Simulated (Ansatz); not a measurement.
# NaPmSe2: the cost of one run

Program: Ansatz 0.2.0. Level of theory: DFT PBE+U (U_eff = 6 eV on Pm 4f), scalar-relativistic, plane waves, PAW. These are calculated values, not measurements.

4 further runs of the same task are left out: 3 that didn't finish, 1 set aside as unsound or not needed. Runs told in other sessions of the task aren't counted.

### Step 1. The starting structure

It takes space group R-3m (No. 166, trigonal). Conventional cell: a = 4.189 Å, b = 4.189 Å, c = 22.814 Å, α = 90.00°, β = 90.00°, γ = 120.00°. Na (site symmetry -3m) is surrounded by 6 Se at 3.33 Å. Pm (site symmetry -3m) is surrounded by 6 Se at 2.86 Å. Se (site symmetry 3m) has 3 Pm at 2.86 Å and 3 Na at 3.33 Å in its first shell of neighbours.

As a file:

```xyz
4
Lattice="2.0947 1.2094 7.6046 -2.0947 1.2094 7.6046 0.0000 -2.4188 7.6046" Properties=species:S:1:pos:R:3 pbc="T T T"
Na    0.0000    0.0000   11.4069
Pm    0.0000    0.0000    0.0000
Se    0.0000    0.0000    6.0845
Se    0.0000    0.0000   16.7294
```

Starting moments: Pm 4.00 μB.

### Step 2. Seeding the open shells on a coarse mesh

Input file input.yaml:

```yaml
crystal:
  lattice:
    - [2.094714697, 1.2093840942, 7.6046136886]
    - [-2.094714697, 1.2093840942, 7.6046136886]
    - [0.0, -2.4187681884, 7.6046136886]
  atoms:
    - { symbol: Na, position: [0.5, 0.5, 0.5] }
    - { symbol: Pm, position: [0.0, 0.0, 0.0], spin: 4.0 }
    - { symbol: Se, position: [0.2667, 0.2667, 0.2667] }
    - { symbol: Se, position: [0.7333, 0.7333, 0.7333] }
basis:
  ecutwfc: 600
  ecutrho_ratio: 5
kpoints:
  mp_grid: { grid: [4, 4, 4] }
hamiltonian:
  xc: pbe
  hubbard: { sites: [{ species: Pm, l: f, u_eff: 6.0 }] }
scf:
  occupations: { method: gaussian, width: 0.05 }
output:
  forces: true
  stress: true
  eigenvalues: true
  populations: true
  hubbard: { sites: [{ species: Pm, l: f }] }
magnetization:
  spin_polarized: true
```

Command:

```
$ ansatz run input.yaml --threads 2 --pin off --max-ram 2662MiB --backend cpu --events-out ev --progress --plain --runs-dir out
```

What time and memory should one allow on 2 threads of Arm Neoverse V2, shared host?

About 36 s, with a peak of 0.91 GiB.
